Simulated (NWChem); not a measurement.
# UPBE/jun-cc-pV(T+d)Z run of BH2O (SMILES [BH]O)

Aim: the electronic atomisation energy of BH2O at UPBE/jun-cc-pV(T+d)Z, from 4 runs. 

The calculation is run with NWChem 7.3.0.

**1. The structure to begin with**

BH2O: 4 atoms, total charge 0, spin state doublet. SMILES: `[BH]O`. The shape is that of a PBE0-D4/def2-TZVP optimisation.

Bond lengths: B1–O2 1.333 Å, B1–H3 1.201 Å, O2–H4 0.961 Å. Angles: B1–O2–H4 114.6°, O2–B1–H3 121.0°.

**2. A single-point energy at UPBE/jun-cc-pV(T+d)Z (run 1)**

The input, test.nw:

```
start test
title "BH2O energy"
memory total 2200 mb

geometry units angstrom noautosym nocenter noautoz
  B    -0.006100   -0.485500    0.388300
  O     0.119700    0.544500   -0.448600
  H    -1.064200   -1.032400    0.540300
  H     1.006100    0.913200   -0.500300
end

basis "ao basis" spherical bse
  B library "jun-cc-pV(T+d)Z"
  O library "jun-cc-pV(T+d)Z"
  H library "jun-cc-pV(T+d)Z"
end

dft
  xc xpbe96 cpbe96
  mult 2
  grid fine
  convergence energy 1e-08
  iterations 100
  mulliken
  noprint "final vectors analysis"
end

task dft
```

The run is started by

```
nwchem test.nw > test.out
```

What it wrote (excerpt; [...] marks lines left out):

```text
[...]
          Wavefunction type:  spin polarized.
          No. of atoms     :     4
          No. of electrons :    15
[...]
          Charge           :     0
          Spin multiplicity:     2
[...]
          AO basis - number of functions:   106
[...]
              XC Information
              --------------
          PerdewBurkeErnzerhof Exchange Functional  1.000
            Perdew 1991 LDA Correlation Functional  1.000 local
           PerdewBurkeErnz. Correlation Functional  1.000 non-local
[...]
 d= 0,ls=0.0,diis     1   -101.0893365122 -1.27D+02  5.63D-03  1.36D-01     2.0
[...]
 d= 0,ls=0.0,diis    11   -101.1503976367 -1.73D-09  1.49D-07  2.04D-10    18.7
[...]
         Total DFT energy =     -101.150397636724
      One electron energy =     -188.627127904788
           Coulomb energy =       74.758034821103
    Exchange-Corr. energy =      -13.223002863117
 Nuclear repulsion energy =       25.941698310077
[...]
      Total Density - Mulliken Population Analysis
     ---------------------------------------------
    Atom       Charge   Shell Charges
 -----------   ------   -------------------------------------------------------
    1 B    5     5.03   1.98  0.18  0.70  0.34  0.02  0.61  0.87  0.21  0.01  0.05  0.05  0.00  0.02
    2 O    8     8.18   1.94  0.25  0.98  0.52  0.06  1.32  2.08  0.98  0.04  0.00  0.02 -0.00  0.00
    3 H    1     0.99   0.26  0.49  0.22  0.00  0.01  0.00
    4 H    1     0.79   0.26  0.41  0.04  0.02  0.06  0.01
[...]
      <S2> =      0.7521 (Exact =     0.7500)
[...]
```

It took 20 s on 1 thread of AMD EPYC 7R13 (Zen 3), shared host; peak memory 0.11 GiB.

**3. The B atom, same level (run 2)**

The input, mol.nw:

```
start mol
title "B"
memory 2200 mb
charge 0
geometry units angstroms noautosym nocenter noautoz
  B        0.000000       0.000000       0.000000
end
basis spherical bse
  * library "jun-cc-pV(T+d)Z"
end
dft
  xc xpbe96 cpbe96
  mult 2
  grid fine
  convergence energy 1e-08
  maxiter 100
  mulliken
  print low
end
task dft energy
```

Run the same way, it converges to -24.61007 Eh (log not shown).

Run 3 isn't shown in full; the table further down has it.

**4. The O atom, same level (run 4)**

The input, m1.nw:

```
start m1
title "O"
memory 2200 mb
charge 0

geometry units angstrom noautosym nocenter noautoz
O        0.000000       0.000000       0.000000
end

basis spherical bse
* library "jun-cc-pV(T+d)Z"
end

dft
xc xpbe96 cpbe96
mult 3
grid fine
convergence energy 1e-08
iterations 100
mulliken
noprint "final vectors analysis"
end

task dft
```

The run is started by

```
nwchem m1.nw > m1.out
```

What it wrote (excerpt; [...] marks lines left out):

```text
[...]
          Wavefunction type:  spin polarized.
          No. of atoms     :     1
          No. of electrons :     8
[...]
          Charge           :     0
          Spin multiplicity:     3
[...]
          AO basis - number of functions:    39
[...]
              XC Information
              --------------
          PerdewBurkeErnzerhof Exchange Functional  1.000
            Perdew 1991 LDA Correlation Functional  1.000 local
           PerdewBurkeErnz. Correlation Functional  1.000 non-local
[...]
 d= 0,ls=0.0,diis     1    -74.9797367478 -7.50D+01  5.14D-03  1.54D-01     0.2
[...]
 d= 0,ls=0.0,diis     7    -75.0076719942 -6.28D-09  4.10D-07  2.97D-09     0.7
[...]
         Total DFT energy =      -75.007671994189
      One electron energy =     -103.148105689271
           Coulomb energy =       36.510639193119
    Exchange-Corr. energy =       -8.370205498037
 Nuclear repulsion energy =        0.000000000000
[...]
      Total Density - Mulliken Population Analysis
     ---------------------------------------------
    Atom       Charge   Shell Charges
 -----------   ------   -------------------------------------------------------
    1 O    8     8.00   1.94  0.28  1.08  0.68  0.02  1.19  1.76  0.98  0.07  0.00  0.00  0.00  0.00
     --------------------------------------------
      Spin Density - Mulliken Population Analysis
     --------------------------------------------
    Atom       Charge   Shell Charges
 -----------   ------   -------------------------------------------------------
    1 O    8     2.00  -0.00  0.01  0.03 -0.04 -0.01  0.63  0.93  0.43  0.01  0.00  0.00  0.00  0.00
[...]
      <S2> =      2.0031 (Exact =     2.0000)
[...]
```

It took 1.6 s on 1 thread of AMD EPYC 7R13 (Zen 3), shared host; peak memory 0.11 GiB.

**5. All runs side by side**

| run | partner | energy (Eh) | ⟨S²⟩ | wall time |
| --- | --- | --- | --- | --- |
| 1 | base | -101.150398 | 0.752 | 20 s |
| 2 | atoms | -24.610072 | 0.753 | 1.6 s |
| 3 | atoms | -0.499619 | 0.750 | 1.1 s |
| 4 | atoms | -75.007672 | 2.003 | 1.6 s |

**6. Outcome**

At UPBE/jun-cc-pV(T+d)Z:

```
                     quantity         value
         O atom: total energy  -75.00767 Eh
                 O atom: ⟨S²⟩         2.003
electronic atomisation energy     14.515 eV
```

**Reading.** Taking the molecule apart into free atoms costs 14.51 eV (335 kcal/mol), before zero-point energy and without spin-orbit coupling. All runs together took 24 s, the longest 20 s.
